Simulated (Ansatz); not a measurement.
**CH3BN2: basis-set convergence**

One table from this session's results is given with a row withheld; the runs are named, their logs left out.

Computed with Ansatz 0.2.0, Gaussian basis. Level: one geometry, several basis sets.

Plan: PBE0-D4/def2-SVP; ωB97M-V/def2-SVP; PBE0-D4/def2-QZVPP; ωB97M-V/def2-QZVPP; the functionals' def2-TZVPP values are taken from earlier runs.

**The relaxed structure**

All runs share one geometry, relaxed beforehand with PBE0-D4 in a triple-zeta def2 set.

SMILES `BN=C=N`, 7 atoms, charge 0, spin multiplicity 1.

Atoms are counted from 1 here; the program's logs count them from 0.

Bond lengths: B1–N2 1.387 Å, B1–H5 1.196 Å, B1–H6 1.195 Å, N2–C3 1.196 Å, C3–N4 1.220 Å, N4–H7 1.011 Å. Angles: N2–B1–H5 119.1°, N2–B1–H6 119.0°, H5–B1–H6 122.0°, B1–N2–C3 177.0°, N2–C3–N4 172.9°, C3–N4–H7 119.0°.

The first run:

in.yaml

```yaml
crystal:
  periodic: [false, false, false]
  atoms:
    - {symbol: B, position_ang: [-0.868512, 1.288620, 0.100163]}
    - {symbol: N, position_ang: [-0.169525, 0.091130, 0.063831]}
    - {symbol: C, position_ang: [0.477354, -0.913059, -0.001388]}
    - {symbol: N, position_ang: [1.026236, -2.002988, 0.012782]}
    - {symbol: H, position_ang: [-0.401147, 2.250332, -0.435533]}
    - {symbol: H, position_ang: [-1.920441, 1.327778, 0.666453]}
    - {symbol: H, position_ang: [1.917534, -2.109714, -0.451908]}
basis:
  gaussian: {orbitals: def2-SVP}
hamiltonian: {xc: pbe0, dispersion: d4}
output: {orbitals: {seedname: orbitals}}
```

Command:

```console
ansatz run in.yaml --threads 2 --pin off --events-out ev --progress --plain --max-ram 4352MiB
```

Among the steps run: PBE0-D4 in def2-SVP; ωB97M-V in def2-SVP; PBE0-D4 in def2-QZVPP; ωB97M-V in def2-QZVPP.

One of the session's tables, all rows but one given; the rest of the session is left out.

It belongs to the step «Density functionals: the series». 

| functional | basis | HOMO (eV) |
| --- | --- | --- |
| PBE0-D4 | def2-SVP | -7.84 |
| PBE0-D4 | def2-TZVPP | ? |
| PBE0-D4 | def2-QZVPP | -8.00 |
| ωB97M-V | def2-SVP | -9.97 |
| ωB97M-V | def2-TZVPP | -10.16 |
| ωB97M-V | def2-QZVPP | -10.19 |

**Question.** Estimate the row for PBE0-D4, def2-TZVPP.

As computed: HOMO (eV): -7.97. In the column «HOMO (eV)» it lies between PBE0-D4, def2-QZVPP (-8.00) and PBE0-D4, def2-SVP (-7.84).
